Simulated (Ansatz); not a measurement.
# CH7GaSn: the cost of one run

The runs use Ansatz 0.2.0, Gaussian basis; the settings change from run to run.

**1. The relaxed structure**

The geometry comes from an earlier relaxation with PBE0-D4 in a triple-zeta def2 set; it is a stationary point, not always the lowest conformer. Sn takes a core potential in def2 sets; no spin-orbit term is included.

SMILES `[CH3][SnH2][GaH2]`, 10 atoms, charge 0, spin multiplicity 1.

Atoms are counted from 1 here; the program's logs count them from 0.

Bond lengths: C1–Sn2 2.149 Å, C1–H4 1.090 Å, C1–H5 1.090 Å, C1–H6 1.090 Å, Sn2–Ga3 2.622 Å, Sn2–H7 1.717 Å, Sn2–H8 1.717 Å, Ga3–H9 1.576 Å, Ga3–H10 1.574 Å. Angles: Sn2–C1–H4 109.9°, Sn2–C1–H5 110.0°, Sn2–C1–H6 110.0°, H4–C1–H5 109.1°, H4–C1–H6 109.1°, H5–C1–H6 108.9°, C1–Sn2–Ga3 113.9°, C1–Sn2–H7 107.9°, C1–Sn2–H8 108.0°, Ga3–Sn2–H7 110.2°, Ga3–Sn2–H8 110.6°, H7–Sn2–H8 106.0°, Sn2–Ga3–H9 121.1°, Sn2–Ga3–H10 120.9°, H9–Ga3–H10 118.0°.

**2. B3LYP5/x2c-TZVPPall**

Set apart from the defaults: charge +1, multiplicity 2, relativity set to scalar, high accuracy, the search for lower states set to full.

Input file in.yaml:

```yaml
crystal:
  periodic: [false, false, false]
  atoms:
    - {symbol: C, position_ang: [-1.630337, 0.570088, -0.523906]}
    - {symbol: Sn, position_ang: [0.239589, -0.482321, -0.646758]}
    - {symbol: Ga, position_ang: [1.786896, -0.142585, 1.442108]}
    - {symbol: H, position_ang: [-2.223335, 0.378238, -1.418308]}
    - {symbol: H, position_ang: [-2.188026, 0.236891, 0.351469]}
    - {symbol: H, position_ang: [-1.449635, 1.641829, -0.439898]}
    - {symbol: H, position_ang: [-0.106940, -2.150302, -0.863698]}
    - {symbol: H, position_ang: [1.039775, 0.025529, -2.078605]}
    - {symbol: H, position_ang: [1.310745, 0.711516, 2.677708]}
    - {symbol: H, position_ang: [3.221270, -0.788882, 1.499897]}
basis:
  gaussian: {orbitals: x2c-TZVPPall}
total_charge: 1
magnetization: {spin_polarized: true, initial_magnetization: 1}
hamiltonian: {xc: {name: B3LYP5}, pseudopotentials: {relativity: scalar}}
accuracy: high
scf: {lower_state_search: full}
```

Started as:

```console
$ ansatz run in.yaml --threads 2 --pin off --events-out ev --progress --plain --max-ram 4352MiB
```

What time and memory should one allow on 2 threads of Arm Neoverse V1, shared host?

About 2.1 min, with a peak of 2.1 GiB.
